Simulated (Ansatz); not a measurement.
# C3H10FNSi: the cost of one run

All numbers below are computed with Ansatz 0.2.0 (RKS PBE0/6-31G*).

### 1 The system as given

Bond lengths (14 of 15 bonds, heavy atoms first): C1–C2 1.529 Å, C2–C3 1.556 Å, C3–N4 1.400 Å, C3–F5 1.383 Å, C3–Si6 1.890 Å, C1–H7 1.122 Å, C1–H8 1.047 Å, C1–H9 1.127 Å, C2–H10 1.085 Å, C2–H11 1.110 Å, N4–H12 0.972 Å, N4–H13 1.076 Å, Si6–H14 1.490 Å, Si6–H15 1.466 Å. Angles (14 of 27 angles, heavy atoms first): C1–C2–C3 117.3°, C2–C3–N4 111.0°, C2–C3–F5 104.4°, C2–C3–Si6 115.8°, N4–C3–F5 102.5°, N4–C3–Si6 115.4°, F5–C3–Si6 106.2°, C1–C2–H10 108.6°, C1–C2–H11 106.9°, C3–C2–H10 108.8°, C3–C2–H11 109.6°, C2–C1–H7 107.7°, C2–C1–H8 110.7°, C2–C1–H9 108.8°.

As a file:

```xyz
16

C     0.2007   -1.8175   -0.6808
C     0.9778   -0.5461   -0.3376
C     0.1494    0.7306   -0.0130
N    -0.5996    1.1382   -1.1236
F     1.0945    1.7349    0.0945
Si   -0.7851    0.7096    1.6302
H    -0.4574   -1.5873   -1.5598
H     0.8545   -2.5913   -0.9448
H    -0.4778   -2.0729    0.1821
H     1.6560   -0.3234   -1.1541
H     1.6356   -0.7921    0.5224
H    -0.0602    1.1995   -1.9293
H    -1.0168    2.1169   -0.9649
H     0.0945    0.4309    2.7998
H    -1.4669    1.9829    1.8789
H    -1.8222   -0.3354    1.6444
```

### 2 End point A

Input file input.yaml:

```yaml
crystal:
  periodic: [false, false, false]
  atoms:
    - { symbol: C, position_ang: [0.2007, -1.8175, -0.6808] }
    - { symbol: C, position_ang: [0.9778, -0.5461, -0.3376] }
    - { symbol: C, position_ang: [0.1494, 0.7306, -0.013] }
    - { symbol: "N", position_ang: [-0.5996, 1.1382, -1.1236] }
    - { symbol: F, position_ang: [1.0945, 1.7349, 0.0945] }
    - { symbol: Si, position_ang: [-0.7851, 0.7096, 1.6302] }
    - { symbol: H, position_ang: [-0.4574, -1.5873, -1.5598] }
    - { symbol: H, position_ang: [0.8545, -2.5913, -0.9448] }
    - { symbol: H, position_ang: [-0.4778, -2.0729, 0.1821] }
    - { symbol: H, position_ang: [1.656, -0.3234, -1.1541] }
    - { symbol: H, position_ang: [1.6356, -0.7921, 0.5224] }
    - { symbol: H, position_ang: [-0.0602, 1.1995, -1.9293] }
    - { symbol: H, position_ang: [-1.0168, 2.1169, -0.9649] }
    - { symbol: H, position_ang: [0.0945, 0.4309, 2.7998] }
    - { symbol: H, position_ang: [-1.4669, 1.9829, 1.8789] }
    - { symbol: H, position_ang: [-1.8222, -0.3354, 1.6444] }
basis:
  gaussian: { orbitals: "6-31G*" }
hamiltonian:
  xc: pbe0
relax:
  f_tol: 0.015
  max_steps: 40
```

Launch:

```bash
$ ansatz run input.yaml --threads 2 --pin off --max-ram 3072MiB --backend cpu --events-out ev --progress --plain --runs-dir out
```

Q: Estimate wall time and peak memory on 2 threads of Intel Xeon Platinum 8488C (Sapphire Rapids), shared host.

About 24 s, with a peak of 0.3 GiB.
